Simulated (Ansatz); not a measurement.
CsLiCr2Te2S3:

```
Cs Li Cr Te S
1.0
     3.42162   -5.18069    0.00784
     3.42162    5.18069    0.00784
    -2.90411    0.00000    7.43093
Cs Li Cr Te S
1 1 2 2 3
Direct
  0.09374 0.09374 0.00853
  0.58875 0.58875 0.55336
  0.05646 0.46755 0.55790
  0.46755 0.05646 0.55790
  0.56486 0.87357 0.29035
  0.87357 0.56486 0.29035
  0.81151 0.39697 0.73347
  0.39697 0.81151 0.73347
  0.21404 0.21404 0.48371
```

The cell was built by a generator and needn't be a form met in nature.

Base run:

```yaml
Program: Ansatz 0.2.0
Functional: RPBE
Potentials_or_basis: Ansatz PAW
Cutoff: "420 eV (not typed: the program's choice for these potentials)"
k_mesh: 5 × 5 × 4
Occupations: fermi-dirac, width 0.05 eV
Spin: collinear spin, ferromagnetic start
Starting_moments: "[0.0, 0.0, 3.0, 3.0, 0.0, 0.0, 0.0, 0.0, 0.0] μB"
```

Its results: band gap on the k mesh none (metal or under the smearing width); pressure 1.7 GPa; net moment 4.01 μB per cell; site moments Cs -0.00; Li +0.00; Cr +2.07; Te -0.15; S -0.07, -0.06 μB; largest force 0.182 eV/Å.

Problem. After a change of settings the same cell gave: band gap on the k mesh none (metal or under the smearing width); pressure 0.1 GPa; net moment 4.01 μB per cell; site moments Cs -0.00; Li +0.00; Cr +2.02; Te -0.14; S -0.06, -0.05 μB; largest force 0.073 eV/Å. Which change was it?
A. functional from RPBE to revPBE
B. functional from RPBE to PBE; potentials or basis from Ansatz PAW to JTH PAW; cutoff from 420 eV (not typed: the program's choice for these potentials) to 1230 eV (not typed: the program's choice for these potentials); valence electrons from 90 to 70
C. functional from RPBE to PBE; hubbard terms from none to Cr d U = 8 eV; hubbard projectors from none to ortho-atomic (the default)

Solution. B.

Caveats: only a ferromagnetic start was run, and an antiferromagnetic order may lie lower in energy; spin-orbit coupling is left out, which moves the levels of the heavy elements (some runs); the PAW data sets come from PBE, with cores solved anew for the run's functional, which leaves a small shift of forces and pressure (some runs).
